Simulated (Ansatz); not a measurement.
# TiSb2: the cost of one run

Program: Ansatz 0.2.0. Level of theory: DFT PBEsol, scalar-relativistic, plane waves, PAW. These are calculated values, not measurements.

### 1 Starting point

It takes space group I4/mcm (No. 140, tetragonal). The conventional cell has a = 6.725 Å, b = 6.725 Å, c = 5.809 Å, α = 90.00°, β = 90.00°, γ = 90.00°. Ti (site symmetry 422) is surrounded by 2 Ti at 2.90 Å and 8 Sb at 2.94 Å. Sb (site symmetry m2m) is surrounded by 1 Sb at 2.90 Å and 4 Ti at 2.94 Å.

Structure file:

```
CELL_PARAMETERS angstrom
-3.36267 3.36267 2.90426
3.36267 -3.36267 2.90426
3.36267 3.36267 -2.90426
ATOMIC_POSITIONS crystal
Ti 0.25000 0.25000 0.00000
Ti 0.75000 0.75000 0.00000
Sb 0.65264 0.15264 0.80527
Sb 0.15264 0.34736 0.50000
Sb 0.34736 0.84736 0.19473
Sb 0.84736 0.65264 0.50000
```

It is the result of an earlier relaxation at this level (volume 21.89 Å³/atom; gap on the mesh: none (metal)).

### 2 Relaxing with PBEsol

The input, input.yaml:

```yaml
crystal:
  lattice:
    - [-3.3626747915, 3.3626747915, 2.9042579317]
    - [3.3626747915, -3.3626747915, 2.9042579317]
    - [3.3626747915, 3.3626747915, -2.9042579317]
  atoms:
    - { symbol: Ti, position: [0.25, 0.25, 0.0] }
    - { symbol: Ti, position: [0.75, 0.75, 0.0] }
    - { symbol: Sb, position: [0.6526373069, 0.1526373069, 0.8052746138] }
    - { symbol: Sb, position: [0.1526373069, 0.3473626931, 0.5] }
    - { symbol: Sb, position: [0.3473626931, 0.8473626931, 0.1947253862] }
    - { symbol: Sb, position: [0.8473626931, 0.6526373069, 0.5] }
basis:
  ecutwfc: 420
kpoints:
  mp_grid: { grid: [8, 8, 8] }
hamiltonian:
  xc: pbesol
scf:
  occupations: { method: gaussian, width: 0.1 }
output:
  forces: true
  stress: true
  eigenvalues: true
relax:
  adjacent_minimum: "off"
  f_tol: 0.005
  max_steps: 50
  cell: { stress_tol: 0.05 }
```

Launch:

```bash
ansatz run input.yaml --threads 2 --pin off --max-ram 5120MiB --backend cpu --events-out ev --progress --plain --runs-dir out
```

Q: Estimate wall time and peak memory on 2 threads of Intel Xeon at 2.50GHz (Skylake/Cascade Lake), shared host.

About 97 s, with a peak of 0.66 GiB.
